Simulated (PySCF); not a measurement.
# CH2FNSSi (SMILES FC1=N[SiH2]S1) at 6 levels

Aim: a comparison of 6 runs (HF/STO-3G, HF/3-21G, HF/def2-SVP, B3LYP/6-31G*, PBE0/def2-SVP, CCSD(T)/pcseg-1) of CH2FNSSi. Input form: a Python script.

Program for the calculation: PySCF 2.14.0.

## Step 1: Starting point

CH2FNSSi has 7 atoms, charge 0, and is taken as a singlet. As SMILES, `FC1=N[SiH2]S1`. The shape is that of a PBE0-D4/def2-TZVP optimisation.

Bond lengths: F1–C2 1.316 Å, C2–N3 1.264 Å, N3–Si4 1.755 Å, C2–S5 1.779 Å, Si4–S5 2.172 Å, Si4–H6 1.478 Å, Si4–H7 1.478 Å. Some angles: F1–C2–N3 124.1°, F1–C2–S5 117.1°, N3–C2–S5 118.7°, C2–N3–Si4 91.5°, N3–Si4–S5 83.4°, C2–S5–Si4 66.4°, N3–Si4–H6 115.0°, N3–Si4–H7 115.0°, S5–Si4–H6 114.2°, S5–Si4–H7 114.2°.

## Step 2: Energy and gradient at HF/STO-3G (run 1)

The input, job.py:

```python
from pyscf import gto, scf

mol = gto.Mole()
mol.atom = '''
F      1.147800    -1.939300     1.137100
C      0.551100    -0.929900     0.538600
N     -0.672300    -0.915900     0.221400
Si    -0.525200     0.696600    -0.454900
S      1.547900     0.494500     0.161700
H     -1.272100     1.746800     0.268200
H     -0.716300     0.779100    -1.917900
'''
mol.charge = 0
mol.spin = 0
mol.verbose = 3
mol.max_memory = 1860
mol.basis = 'sto-3g'
mol.build()

mf = scf.RHF(mol)
mf.conv_tol = 1e-10
mf.kernel()
if not mf.converged:
    mf = mf.newton().run(mf.mo_coeff, mf.mo_occ)

e_tot = mf.e_tot
print('Final energy', e_tot)
grad = mf.nuc_grad_method().kernel()
dip = mf.dip_moment()
pop, q = mf.mulliken_pop()
```

Started as:

```sh
$ OMP_NUM_THREADS=1 python job.py
```

Log:

```text
converged SCF energy = -869.114679095759
Final energy -869.1146790957587
--------------- RHF gradients ---------------
         x                y                z
0 F    -0.0116393872     0.0320886967    -0.0171569029
1 C    -0.0381957707     0.0094888444    -0.0139244930
2 N     0.0294640727     0.0097580217     0.0031743279
3 Si     0.0060890717    -0.0620095321     0.0290006422
4 S     0.0276692709    -0.0099647641     0.0114527239
5 H    -0.0122246150     0.0199552842     0.0154938893
6 H    -0.0011626423     0.0006834492    -0.0280401874
----------------------------------------------
Dipole moment(X, Y, Z, Debye): -0.20350,  2.42791, -1.12640
 ** Mulliken pop  **
pop of  0 F 1s            1.99893
pop of  0 F 2s            1.93625
pop of  0 F 2px           1.82482
pop of  0 F 2py           1.58491
pop of  0 F 2pz           1.78621
pop of  1 C 1s            1.99405
pop of  1 C 2s            1.17057
pop of  1 C 2px           0.91097
pop of  1 C 2py           0.86192
pop of  1 C 2pz           0.92720
pop of  2 N 1s            1.99670
pop of  2 N 2s            1.73875
pop of  2 N 2px           1.23479
pop of  2 N 2py           1.32382
pop of  2 N 2pz           1.16553
pop of  3 Si 1s           1.99963
pop of  3 Si 2s           1.98765
pop of  3 Si 3s           1.20476
pop of  3 Si 2px          1.96384
pop of  3 Si 2py          1.96393
pop of  3 Si 2pz          1.96469
pop of  3 Si 3px          0.69929
pop of  3 Si 3py          0.67315
pop of  3 Si 3pz          0.78699
pop of  4 S 1s            1.99993
pop of  4 S 2s            1.99727
pop of  4 S 3s            1.90512
pop of  4 S 2px           1.98446
pop of  4 S 2py           1.98276
pop of  4 S 2pz           1.99499
pop of  4 S 3px           1.30026
pop of  4 S 3py           1.12867
pop of  4 S 3pz           1.74920
pop of  5 H 1s            1.12900
pop of  6 H 1s            1.12900
 ** Mulliken atomic charges  **
charge of    0F =     -0.13111
charge of    1C =      0.13529
charge of    2N =     -0.45958
charge of    3Si =      0.75606
charge of    4S =     -0.04266
charge of    5H =     -0.12900
charge of    6H =     -0.12900
```

It took 3.6 s on 1 thread of Intel Xeon at 2.70GHz, shared host; peak memory 0.12 GiB.

## Step 3: Energy and forces at HF/3-21G (run 2)

The input, mol.xyz:

```xyz
7
CH2FNSSi
F      1.147800    -1.939300     1.137100
C      0.551100    -0.929900     0.538600
N     -0.672300    -0.915900     0.221400
Si    -0.525200     0.696600    -0.454900
S      1.547900     0.494500     0.161700
H     -1.272100     1.746800     0.268200
H     -0.716300     0.779100    -1.917900
```

The input, run.py:

```python
import pyscf.grad
from pyscf import gto

system = gto.M(
    atom='mol.xyz',
    verbose=4,
    max_memory=1860,
    charge=0,
    spin=0,
    basis='3-21g',
)

mf = system.RHF()
mf.conv_tol = 1e-10
mf.kernel()
if not mf.converged:
    mf = mf.newton().run(mf.mo_coeff, mf.mo_occ)

energy = mf.e_tot
print('E(%s) = %.9f' % ('HF', energy))
grad = mf.Gradients().kernel()
mf.analyze()
```

Started as:

```sh
$ OMP_NUM_THREADS=1 python run.py
```

Log:

```text
PySCF version 2.14.0

[... 85 lines left out ...]
One-electron Energy =                -1766.190948061546351
[... 7 lines left out ...]
MO #3   energy= -26.2162050035423  occ= 2
[... 5 lines left out ...]
MO #9   energy= -6.61466937253025  occ= 2
[... 5 lines left out ...]
MO #15  energy= -1.31777960763271  occ= 2
[... 5 lines left out ...]
MO #21  energy= -0.63838059817675  occ= 2
[... 5 lines left out ...]
MO #27  energy= -0.396131310981836 occ= 2
[... 5 lines left out ...]
MO #33  energy= 0.264953495518597  occ= 0
[... 5 lines left out ...]
MO #39  energy= 0.608195179989608  occ= 0
[... 5 lines left out ...]
MO #45  energy= 1.00696638924361   occ= 0
[... 5 lines left out ...]
MO #51  energy= 1.58102012170037   occ= 0
[... 5 lines left out ...]
MO #57  energy= 4.06319994309213   occ= 0
[... 28 lines left out ...]
pop of  2 N 3pz           0.00609
pop of  3 Si 1s           1.99999
pop of  3 Si 2s           1.99982
pop of  3 Si 3s           1.02932
pop of  3 Si 4s           0.01067
pop of  3 Si 2px          1.99980
pop of  3 Si 2py          1.99972
pop of  3 Si 2pz          1.99982
pop of  3 Si 3px          0.61675
pop of  3 Si 3py          0.64534
pop of  3 Si 3pz          0.84278
pop of  3 Si 4px          0.01743
pop of  3 Si 4py          0.02129
pop of  3 Si 4pz          0.02018
pop of  4 S 1s            1.99999
pop of  4 S 2s            1.99970
pop of  4 S 3s            1.76169
pop of  4 S 4s            0.00616
pop of  4 S 2px           1.99984
pop of  4 S 2py           1.99980
pop of  4 S 2pz           1.99992
pop of  4 S 3px           1.46985
pop of  4 S 3py           1.16766
pop of  4 S 3pz           1.75064
pop of  4 S 4px           0.00231
pop of  4 S 4py           0.01006
pop of  4 S 4pz           0.00412
pop of  5 H 1s            1.08099
pop of  5 H 2s            0.00256
pop of  6 H 1s            1.08099
pop of  6 H 2s            0.00256
 ** Mulliken atomic charges  **
charge of    0F =     -0.23738
charge of    1C =      0.31245
charge of    2N =     -0.53332
charge of    3Si =      0.79708
charge of    4S =     -0.17172
charge of    5H =     -0.08356
charge of    6H =     -0.08356
Dipole moment(X, Y, Z, Debye): -1.14593,  2.94115, -1.59317
```

It took 3.3 s on 1 thread of Intel Xeon at 2.70GHz, shared host; peak memory 0.13 GiB.

Run 3 isn't shown in full; the table further down has it.

## Step 4: Energy and forces at B3LYP/6-31G(d) (spherical functions) (run 4)

Edit mol.xyz of step 3 so:

```diff
@@ -1,3 +1,3 @@
 7
-CH2FNSSi
+
 F      1.147800    -1.939300     1.137100
```

The input, job.py:

```python
# FC1=N[SiH2]S1
from pyscf import gto, dft

mol = gto.Mole()
mol.atom = 'mol.xyz'
mol.verbose = 4
mol.basis = '6-31g*'
mol.max_memory = 1860
mol.build()

myscf = dft.RKS(mol, xc='b3lyp')
myscf.conv_tol = 1e-10
myscf.grids.level = 5
myscf.kernel()
if not myscf.converged:
    myscf = myscf.newton().run(myscf.mo_coeff, myscf.mo_occ)

energy = myscf.e_tot
print('Final energy', energy)
grad = myscf.nuc_grad_method().kernel()
myscf.analyze()
```

Started as:

```sh
$ OMP_NUM_THREADS=1 python job.py
```

Log:

```text
PySCF version 2.14.0

[... 78 lines left out ...]
Final energy -881.5752500627395
[... 24 lines left out ...]
MO #2   energy= -66.175195878049   occ= 2
[... 7 lines left out ...]
MO #10  energy= -5.33538536563231  occ= 2
[... 7 lines left out ...]
MO #18  energy= -0.540988559338906 occ= 2
[... 7 lines left out ...]
MO #26  energy= -0.28910488787667  occ= 2
[... 7 lines left out ...]
MO #34  energy= 0.148676846463837  occ= 0
[... 7 lines left out ...]
MO #42  energy= 0.39012922899778   occ= 0
[... 7 lines left out ...]
MO #50  energy= 0.675479220765695  occ= 0
[... 7 lines left out ...]
MO #58  energy= 0.993212942463032  occ= 0
[... 7 lines left out ...]
MO #66  energy= 1.40504210978359   occ= 0
[... 7 lines left out ...]
MO #74  energy= 2.05147740384132   occ= 0
[... 7 lines left out ...]
MO #82  energy= 3.06978195351475   occ= 0
[... 53 lines left out ...]
pop of  3 Si 3pz          0.82344
pop of  3 Si 4px          0.01794
pop of  3 Si 4py          0.02013
pop of  3 Si 4pz          0.01742
pop of  3 Si 3dxy         0.00961
pop of  3 Si 3dyz         0.01182
pop of  3 Si 3dz^2        0.01620
pop of  3 Si 3dxz         0.00831
pop of  3 Si 3dx2-y2      0.01326
pop of  4 S 1s            2.00000
pop of  4 S 2s            1.99984
pop of  4 S 3s            1.76160
pop of  4 S 4s            0.00480
pop of  4 S 2px           1.99988
pop of  4 S 2py           1.99985
pop of  4 S 2pz           1.99992
pop of  4 S 3px           1.45831
pop of  4 S 3py           1.18941
pop of  4 S 3pz           1.70384
pop of  4 S 4px           0.00471
pop of  4 S 4py           0.01071
pop of  4 S 4pz           0.00462
pop of  4 S 3dxy          0.00803
pop of  4 S 3dyz          0.00162
pop of  4 S 3dz^2         0.00311
pop of  4 S 3dxz          0.00463
pop of  4 S 3dx2-y2       0.00730
pop of  5 H 1s            1.07748
pop of  5 H 2s            0.00392
pop of  6 H 1s            1.07748
pop of  6 H 2s            0.00392
 ** Mulliken atomic charges  **
charge of    0F =     -0.21216
charge of    1C =      0.30030
charge of    2N =     -0.51220
charge of    3Si =      0.74905
charge of    4S =     -0.16217
charge of    5H =     -0.08141
charge of    6H =     -0.08141
Dipole moment(X, Y, Z, Debye): -0.44919,  2.02149, -1.00892
```

Wall time 48 s (1 thread of Intel Xeon at 2.70GHz, shared host); peak memory 0.8 GiB.

Run 5 isn't shown in full; the table further down has it.

## Step 5: A single-point energy at CCSD(T)/pcseg-1 (run 6)

The input, job.py:

```python
from pyscf import gto, scf, cc

mol = gto.M(
    atom='''
F        1.147800      -1.939300       1.137100
C        0.551100      -0.929900       0.538600
N       -0.672300      -0.915900       0.221400
Si      -0.525200       0.696600      -0.454900
S        1.547900       0.494500       0.161700
H       -1.272100       1.746800       0.268200
H       -0.716300       0.779100      -1.917900
''',
    spin=0,
    max_memory=1860,
    basis='pcseg-1',
    charge=0,
    verbose=3,
)

hf = scf.RHF(mol)
hf.conv_tol = 1e-10
hf.kernel()
if not hf.converged:
    hf = hf.newton().run(hf.mo_coeff, hf.mo_occ)

mycc = cc.CCSD(hf, frozen=13)
mycc.kernel()
e_t = mycc.ccsd_t()
e_final = mycc.e_tot + e_t
print('E(%s) = %.9f' % ('CCSD(T)', e_final))
dip = hf.dip_moment()
pop, q = hf.mulliken_pop()
```

Started as:

```sh
$ OMP_NUM_THREADS=1 python job.py
```

Log:

```text
converged SCF energy = -879.270083776748
E(CCSD) = -879.978000587796  E_corr = -0.7079168110478642
CCSD(T) correction = -0.024812139279214
E(CCSD(T)) = -880.002812727
Dipole moment(X, Y, Z, Debye): -0.47829,  2.81938, -1.36949
 ** Mulliken pop  **
pop of  0 F 1s            1.99647
pop of  0 F 2s            0.95138
pop of  0 F 3s            0.98610
pop of  0 F 2px           1.19216
pop of  0 F 2py           1.07493
pop of  0 F 2pz           1.15764
pop of  0 F 3px           0.67968
pop of  0 F 3py           0.60810
pop of  0 F 3pz           0.67506
pop of  0 F 3dxy          0.00390
pop of  0 F 3dyz          0.00397
pop of  0 F 3dz^2         0.00183
pop of  0 F 3dxz          0.00167
pop of  0 F 3dx2-y2       0.00261
pop of  1 C 1s            1.99618
pop of  1 C 2s            0.74722
pop of  1 C 3s            0.36016
pop of  1 C 2px           0.75040
pop of  1 C 2py           0.58046
pop of  1 C 2pz           0.52647
pop of  1 C 3px           0.02723
pop of  1 C 3py           0.09123
pop of  1 C 3pz           0.22410
pop of  1 C 3dxy          0.05043
pop of  1 C 3dyz          0.01999
pop of  1 C 3dz^2         0.01526
pop of  1 C 3dxz          0.02878
pop of  1 C 3dx2-y2       0.03239
pop of  2 N 1s            1.99643
pop of  2 N 2s            0.83269
pop of  2 N 3s            0.88009
pop of  2 N 2px           0.82582
pop of  2 N 2py           0.83859
pop of  2 N 2pz           0.70013
pop of  2 N 3px           0.41262
pop of  2 N 3py           0.53324
pop of  2 N 3pz           0.55428
pop of  2 N 3dxy          0.00653
pop of  2 N 3dyz          0.00315
pop of  2 N 3dz^2         0.00358
pop of  2 N 3dxz          0.01041
pop of  2 N 3dx2-y2       0.01473
pop of  3 Si 1s           1.99988
pop of  3 Si 2s           2.00026
pop of  3 Si 3s           0.89455
pop of  3 Si 4s           0.14257
pop of  3 Si 2px          1.99783
pop of  3 Si 2py          1.99917
pop of  3 Si 2pz          1.99929
pop of  3 Si 3px          0.53019
pop of  3 Si 3py          0.59037
pop of  3 Si 3pz          0.70948
pop of  3 Si 4px         -0.03054
pop of  3 Si 4py         -0.01110
pop of  3 Si 4pz         -0.02457
pop of  3 Si 3dxy         0.04016
pop of  3 Si 3dyz         0.05596
pop of  3 Si 3dz^2        0.06903
pop of  3 Si 3dxz         0.02982
pop of  3 Si 3dx2-y2      0.07221
pop of  4 S 1s            1.99987
pop of  4 S 2s            1.99974
pop of  4 S 3s            1.14603
pop of  4 S 4s            0.78941
pop of  4 S 2px           1.99789
pop of  4 S 2py           1.99718
pop of  4 S 2pz           1.99838
pop of  4 S 3px           1.10074
pop of  4 S 3py           0.90570
pop of  4 S 3pz           1.22122
pop of  4 S 4px           0.32141
pop of  4 S 4py           0.18362
pop of  4 S 4pz           0.50591
pop of  4 S 3dxy          0.03219
pop of  4 S 3dyz          0.00636
pop of  4 S 3dz^2         0.00922
pop of  4 S 3dxz          0.01324
pop of  4 S 3dx2-y2       0.02150
pop of  5 H 1s            0.76531
pop of  5 H 2s            0.36982
pop of  5 H 2px           0.00228
pop of  5 H 2py           0.00430
pop of  5 H 2pz           0.00216
pop of  6 H 1s            0.76530
pop of  6 H 2s            0.36983
pop of  6 H 2px           0.00028
pop of  6 H 2py           0.00015
pop of  6 H 2pz           0.00832
 ** Mulliken atomic charges  **
charge of    0F =     -0.33550
charge of    1C =      0.54971
charge of    2N =     -0.61229
charge of    3Si =      0.93545
charge of    4S =     -0.24962
charge of    5H =     -0.14388
charge of    6H =     -0.14388
```

Run time: 37 s. Hardware: 1 thread of Intel Xeon at 2.70GHz, shared host; peak memory 0.44 GiB.

## Step 6: All runs side by side

| run | level | integration grid | task | energy (Eh) | dipole moment (D) of the reference | HOMO energy (eV) | LUMO energy (eV) | wall time |
| --- | --- | --- | --- | --- | --- | --- | --- | --- |
| 1 | HF/STO-3G | – | gradient | -869.114679 | 2.68 | -7.25 | 8.33 | 3.6 s |
| 2 | HF/3-21G | – | gradient | -874.773877 | 3.54 | -10.78 | 2.36 | 3.3 s |
| 3 | HF/def2-SVP | – | gradient | -879.010158 | 2.87 | -10.59 | 3.01 | 10 s |
| 4 | B3LYP/6-31G* (spherical functions) | 5 | gradient | -881.575250 | 2.30 | -7.37 | -0.82 | 48 s |
| 5 | PBE0/def2-SVP | 5 | gradient | -880.767310 | 2.39 | -7.76 | -0.53 | 45 s |
| 6 | CCSD(T)/pcseg-1 | – | energy | -880.002813 | 3.17 | -10.68 | 2.28 | 37 s |

## Step 7: What came out

| quantity | value |
| --- | --- |
| run 6: total energy | -880.00281 Eh |
| run 6: dipole moment (Hartree–Fock density) | 3.17 D |
| run 6: HOMO energy (Hartree–Fock orbitals) | -10.68 eV |
| run 6: LUMO energy (Hartree–Fock orbitals) | 2.28 eV |
| run 6: HOMO–LUMO gap (Hartree–Fock orbitals) | 12.96 eV |
| run 6: correlation energy (13 core orbitals frozen) | -732.7 mEh |
| run 6: (T) correction | -24.81 mEh |
| run 6: T1 diagnostic | 0.015 |

Over runs 1, 2, 3, 4, 5 the dipole moment (its size) runs from 2.30 D (B3LYP/6-31G*) to 3.54 D (HF/3-21G). The two ends differ in method and basis. Over runs 1, 2, 3, 4, 5 the HOMO–LUMO gap runs from 6.55 eV (B3LYP/6-31G*) to 15.57 eV (HF/STO-3G). Totals of different functionals can't be ranked against each other. In run 1 the basis is minimal, so the values are rough. All runs together took 2.4 min, the longest 48 s.
